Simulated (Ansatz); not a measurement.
# r2SCAN0/6-311+G(d,p) run of C2H6Si (vinylsilane)

Aim: the electronic atomisation energy of C2H6Si (vinylsilane) at r2SCAN0/6-311+G**, from 4 runs. 

The calculation is run with Ansatz 0.2.0.

51 further runs of the same task are left out: 51 set aside as unsound or not needed.

### Step 1. The system as given

The species is C2H6Si (9 atoms), meant as a singlet with charge 0. As SMILES, `C=C[SiH3]`. Geometry: relaxed at PBE0-D4/def2-TZVP.

Bond lengths: C1–C2 1.330 Å, C2–Si3 1.859 Å, C1–H4 1.087 Å, C1–H5 1.087 Å, C2–H6 1.089 Å, Si3–H7 1.488 Å, Si3–H8 1.487 Å, Si3–H9 1.488 Å. Some angles: C1–C2–Si3 123.1°, C1–C2–H6 118.1°, Si3–C2–H6 118.8°, C2–C1–H4 121.7°, C2–C1–H5 122.2°, C2–Si3–H7 110.8°, C2–Si3–H8 109.0°, C2–Si3–H9 110.8°, H4–C1–H5 116.1°, H7–Si3–H8 109.3°.

### Step 2. The energy at r2SCAN0/6-311+G(d,p)

Contents of run.yaml:

```yaml
crystal:
  periodic: [false, false, false]
  atoms:
    - symbol: C
      position_ang: [-0.713700, 0.870200, -1.048300]
    - symbol: C
      position_ang: [-0.071300, 0.712500, 0.105600]
    - symbol: Si
      position_ang: [0.560600, -0.932000, 0.700100]
    - symbol: H
      position_ang: [-0.905700, 0.033000, -1.713900]
    - symbol: H
      position_ang: [-1.076700, 1.838600, -1.381500]
    - symbol: H
      position_ang: [0.089400, 1.592000, 0.727600]
    - symbol: H
      position_ang: [2.035800, -0.893900, 0.893800]
    - symbol: H
      position_ang: [0.223400, -1.972400, -0.307300]
    - symbol: H
      position_ang: [-0.053200, -1.294300, 2.006700]
basis:
  gaussian: {orbitals: 6-311+G_st__st_-spherical.json}
hamiltonian: {xc: {name: r2SCAN0}}
accuracy: high
output: {orbitals: {seedname: orbitals}}
```

The basis set 6-311+G** is read from a file made from the Basis Set Exchange's data (not shown).

On the command line:

```sh
$ ansatz run run.yaml --threads 1 --pin off --max-ram 3480MiB --events-out events.jsonl --progress --plain --runs-dir runs
```

Log:

```text
Warning: RAYON_NUM_THREADS=1 ignored (pool sized by the plan → 1); use --threads N
Functional definition: r2SCAN0
  name "r2SCAN0"
  parameter a = 0.25
  parameter k0 = 0.174
  parameter k1 = 0.065
  parameter a1 = 4.9479
  exchange = (1 - a)*r2scan_x(k0 = k0, k1 = k1, a1 = a1) + a*exact_x
  correlation = r2scan_c
2118 factors; integrals over basis functions are off by at most 8.2e-9 eV
mean field evaluation 1: about -10041.5291 eV, gradient 4.6e1 eV
mean field evaluation 2: about -10040.3635 eV, gradient 4.9e1 eV
mean field evaluation 4: about -10046.7735 eV, gradient 2.1e0 eV
mean field evaluation 8: about -10046.7836 eV, gradient 9.4e-2 eV
mean field evaluation 16: about -10046.7836 eV, gradient 1.1e-6 eV
mean field -10046.78358214 eV, -369.2124866891 hartree, gradient 3.2e-8 eV, S^2 0.000000; 0 other end points of the search recorded, 0 dependent functions left out
reference -10046.78358368 eV, -369.2124867456 hartree; 16, 16 occupied and 94, 94 virtual orbitals, 2118 factors
Total energy: -10046.78358368 eV, -369.2124867456 hartree
```

Run time: 6.6 s. Hardware: 1 thread of Intel Xeon 6975P-C (Granite Rapids), shared host; peak memory 0.4 GiB.

### Step 3. The C atom, same level

Contents of in.yaml:

```yaml
basis:
  gaussian: {orbitals: 6-311+G_st__st_.json}
crystal:
  periodic: [false, false, false]
  atoms:
    - {symbol: C, position_ang: [0.000000, 0.000000, 0.000000]}
magnetization: {spin_polarized: true, initial_magnetization: 2}
hamiltonian: {xc: {name: r2SCAN0}}
accuracy: high
```

The basis set 6-311+G** is read from a file made from the Basis Set Exchange's data (not shown).

On the command line:

```sh
$ ansatz run in.yaml --threads 1 --pin off --max-ram 3480MiB --events-out events.jsonl --progress --plain --runs-dir runs
```

Log (excerpt; [...] marks lines left out):

```text
Warning: RAYON_NUM_THREADS=1 ignored (pool sized by the plan → 1); use --threads N
[... 8 set-up lines as earlier in the session ...]
169 factors; integrals over basis functions are off by at most 2.6e-9 eV
mean field evaluation 1: about -1029.3238 eV, gradient 4.9e0 eV
mean field evaluation 2: about -1029.4408 eV, gradient 1.2e0 eV
mean field evaluation 4: about -1029.4496 eV, gradient 2.0e-2 eV
mean field evaluation 8: about -1029.4490 eV, gradient 7.7e-4 eV
mean field evaluation 16: about -1029.4490 eV, gradient 7.2e-8 eV
mean field -1029.44903866 eV, -37.8315543853 hartree, gradient 7.2e-8 eV, S^2 2.005247; 0 other end points of the search recorded, 0 dependent functions left out
reference -1029.44904193 eV, -37.8315545053 hartree; 4, 2 occupied and 18, 20 virtual orbitals, 169 factors
Total energy: -1029.44904193 eV, -37.8315545053 hartree
```

Wall time 0.7 s (1 thread of Intel Xeon 6975P-C (Granite Rapids), shared host).

### Step 4. The H atom at the same level

Contents of input.yaml:

```yaml
crystal:
  periodic: [false, false, false]
  atoms:
    - {symbol: H, position_ang: [0.000000, 0.000000, 0.000000]}
basis:
  gaussian: {orbitals: 6-311+G_st__st_.json}
magnetization: {spin_polarized: true, initial_magnetization: 1}
hamiltonian: {xc: {name: r2SCAN0}}
accuracy: high
```

The basis set 6-311+G** is read from a file made from the Basis Set Exchange's data (not shown).

On the command line:

```sh
$ ansatz run input.yaml --threads 1 --pin off --max-ram 3480MiB --events-out events.jsonl --progress --plain --runs-dir runs
```

Log (excerpt; [...] marks lines left out):

```text
Warning: RAYON_NUM_THREADS=1 ignored (pool sized by the plan → 1); use --threads N
[... 8 set-up lines as earlier in the session ...]
21 factors; integrals over basis functions are off by at most 2.7e-9 eV
mean field evaluation 1: about -13.5986 eV, gradient 5.1e-1 eV
mean field evaluation 2: about -13.6027 eV, gradient 6.2e-2 eV
mean field evaluation 4: about -13.6022 eV, gradient 1.5e-3 eV
mean field evaluation 8: about -13.6022 eV, gradient 3.3e-9 eV
mean field -13.60217059 eV, -0.4998705491 hartree, gradient 9.0e-8 eV, S^2 0.750000; 0 other end points of the search recorded, 0 dependent functions left out
reference -13.60217149 eV, -0.4998705825 hartree; 1, 0 occupied and 5, 6 virtual orbitals, 21 factors
Total energy: -13.60217149 eV, -0.4998705825 hartree
```

It took 0.22 s on 1 thread of Intel Xeon 6975P-C (Granite Rapids), shared host.

### Step 5. The Si atom

Contents of job.yaml:

```yaml
crystal:
  periodic: [false, false, false]
  atoms:
    - {symbol: Si, position_ang: [0.000000, 0.000000, 0.000000]}
basis:
  gaussian:
    orbitals: 6-311+G_st__st_-spherical.json
magnetization:
  spin_polarized: true
  initial_magnetization: 2
hamiltonian:
  xc: {name: r2SCAN0}
accuracy: high
```

The basis set 6-311+G** is read from a file made from the Basis Set Exchange's data (not shown).

Run the same way, it converges to -289.34010 Eh (log not shown).

### Step 6. Summary of results

Level: r2SCAN0/6-311+G**.

```
                     quantity          value
       molecule: total energy  -369.21249 Eh
        molecule: HOMO energy       -8.15 eV
        molecule: LUMO energy       -0.38 eV
      molecule: HOMO–LUMO gap        7.77 eV
         C atom: total energy   -37.83155 Eh
                 C atom: ⟨S²⟩          2.005
         H atom: total energy    -0.49987 Eh
                 H atom: ⟨S²⟩          0.750
        Si atom: total energy  -289.34010 Eh
                Si atom: ⟨S²⟩          2.004
electronic atomisation energy      32.927 eV
```

Taking the molecule apart into free atoms costs 32.93 eV (3177 kJ/mol), before zero-point energy and without spin-orbit coupling.
